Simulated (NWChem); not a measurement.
# CH3BF3Ge+ (SMILES [CH3][Ge+]([F])[B](F)F): HCTH/120/6-311+G(d,p)/LANL2DZ (density fitting with weigend coulomb fitting, core potential)

What is the energy change on altering one bond length of CH3BF3Ge+ at HCTH/120/6-311+G**/LANL2DZ (density fitting with weigend coulomb fitting, core potential)? 

The results are computed with NWChem 7.3.0.

1 further run of the same task is left out (set aside as unsound or not needed).

**1. The molecule**

CH3BF3Ge+ has 9 atoms, charge +1, and is taken as a singlet. As SMILES, `[CH3][Ge+]([F])[B](F)F`. Geometry: a GFN2-xTB relaxation, a rough one for these elements and not checked as a minimum.

Bond lengths: C1–Ge2 2.003 Å, Ge2–F3 1.729 Å, Ge2–B4 2.228 Å, B4–F5 1.274 Å, B4–F6 1.276 Å, C1–H7 1.092 Å, C1–H8 1.097 Å, C1–H9 1.097 Å. Some angles: C1–Ge2–F3 103.8°, C1–Ge2–B4 154.9°, F3–Ge2–B4 101.3°, Ge2–B4–F5 115.3°, Ge2–B4–F6 119.5°, F5–B4–F6 125.2°, Ge2–C1–H7 111.8°, Ge2–C1–H8 107.1°, Ge2–C1–H9 107.2°, H7–C1–H8 110.9°.

**2. Energy and one-electron properties at HCTH/120/6-311+G(d,p)/LANL2DZ (density fitting with weigend coulomb fitting, core potential)**

ch3bf3ge.nw

```
START ch3bf3ge
TITLE "CH3BF3Ge properties"
memory total 2900 mb
charge 1

GEOMETRY
 zmatrix
   C
   Ge 1 2.003447
   F 2 1.729371 1 103.76596
   B 2 2.228337 3 101.29543 1 179.92865
   F 4 1.274379 2 115.3229 3 3.0259
   F 4 1.276445 5 125.18282 2 179.91837
   H 1 1.091959 2 111.81238 3 176.29358
   H 1 1.09671 7 110.937 2 119.50696
   H 1 1.096794 7 110.66542 8 121.01609
 end
END

BASIS spherical bse
 C library 6-311+G**
 Ge library LANL2DZ
 F library 6-311+G**
 B library 6-311+G**
 H library 6-311+G**
END

ECP bse
 Ge library LANL2DZ
END

BASIS "cd basis" spherical
 C library "weigend coulomb fitting"
 Ge library "weigend coulomb fitting"
 F library "weigend coulomb fitting"
 B library "weigend coulomb fitting"
 H library "weigend coulomb fitting"
END

DFT
 xc hcth120
 grid fine
 convergence energy 1e-06
 direct
 maxiter 200
 print medium
END

PROPERTY
 quadrupole
 efieldgrad
 efield
 esp
END

TASK dft property
```

On the command line:

```bash
$ nwchem ch3bf3ge.nw > ch3bf3ge.out
```

Log:

```text
[...]
          Wavefunction type:  closed shell.
          No. of atoms     :     9
          No. of electrons :    44
[...]
          Charge           :     1
          Spin multiplicity:     1
[...]
          AO basis - number of functions:   136
[...]
              XC Information
              --------------
                     HCTH120  Method XC Functional
                      HCTH120  Exchange Functional  1.000
                   HCTH120  Correlation Functional  1.000
[...]
 d= 0,ls=0.0,diis     1   -367.6245899318 -5.39D+02  5.66D-02  3.19D+00     2.9
[...]
 d= 0,ls=0.5,diis    22   -367.9601536034 -7.99D-08  1.27D-06  3.12D-07    44.0
         Total DFT energy =     -367.960153644677
      One electron energy =     -841.146844314787
           Coulomb energy =      344.855178072234
    Exchange-Corr. energy =      -42.863892560842
 Nuclear repulsion energy =      171.195405158718
[...]
```

Run time: 47 s. Hardware: 1 thread of Intel Xeon 6975P-C (Granite Rapids), shared host; peak memory 0.12 GiB.

**3. The distorted shape at the same level**

a.nw

```
start a
memory 2900 mb
charge 1
geometry units angstrom noautoz
  C       -2.218025      -0.735340      -0.048685
  Ge      -0.262465      -0.300350      -0.029535
  F       -0.225245       1.428510      -0.049085
  B        1.912675      -0.783430       0.000235
  F        3.084040       0.724700       0.087070
  F        2.286135      -2.003300      -0.041665
  H       -2.393745      -1.811650      -0.103945
  H       -2.654385      -0.222070      -0.914085
  H       -2.652625      -0.318760       0.868125
end
basis spherical bse
  C library 6-311+G**
  Ge library LANL2DZ
  F library 6-311+G**
  B library 6-311+G**
  H library 6-311+G**
end
ecp bse
  Ge library LANL2DZ
end
basis "cd basis" spherical
  C library "weigend coulomb fitting"
  Ge library "weigend coulomb fitting"
  F library "weigend coulomb fitting"
  B library "weigend coulomb fitting"
  H library "weigend coulomb fitting"
end
dft
  xc hcth120
  grid fine
  convergence energy 1e-06
  direct
  maxiter 200
end
property
  quadrupole
  efieldgrad
  efield
  esp
end
task dft property
```

On the command line:

```bash
$ nwchem a.nw > a.out
```

Log:

```text
[...]
          Wavefunction type:  closed shell.
          No. of atoms     :     9
          No. of electrons :    44
[...]
          Charge           :     1
          Spin multiplicity:     1
[...]
          AO basis - number of functions:   136
[...]
              XC Information
              --------------
                     HCTH120  Method XC Functional
                      HCTH120  Exchange Functional  1.000
                   HCTH120  Correlation Functional  1.000
[...]
 d= 0,ls=0.0,diis     1   -367.3439894153 -5.26D+02  6.65D-02  4.06D+00     2.8
[...]
 d= 0,ls=0.0,diis    14   -367.8486025986 -2.40D-08  7.33D-07  1.33D-08    28.1
         Total DFT energy =     -367.848602598618
      One electron energy =     -816.417728077877
           Coulomb energy =      332.657526632072
    Exchange-Corr. energy =      -42.655382014304
 Nuclear repulsion energy =      158.566980861492
[...]
```

It took 29 s on 1 thread of Intel Xeon 6975P-C (Granite Rapids), shared host; peak memory 0.12 GiB.

**4. Summary of results**

Level: HCTH/120/6-311+G**/LANL2DZ (density fitting with weigend coulomb fitting, core potential).

| quantity | value |
| --- | --- |
| first shape: total energy | -367.96015 Eh |
| first shape: HOMO energy | -13.74 eV |
| first shape: LUMO energy | -10.10 eV |
| first shape: HOMO–LUMO gap | 3.64 eV |
| distorted shape: total energy | -367.84860 Eh |
| distorted shape: HOMO energy | -12.99 eV |
| distorted shape: LUMO energy | -10.69 eV |
| distorted shape: HOMO–LUMO gap | 2.31 eV |
| energy change with the B4–F5 bond stretched from 1.274 to 1.912 Å | 3.035 eV |

What this shows: With the B4–F5 bond stretched from 1.274 to 1.912 Å the energy rises by 3.04 eV (70 kcal/mol). The first shape isn't relaxed at this level, so the change isn't measured from a minimum.
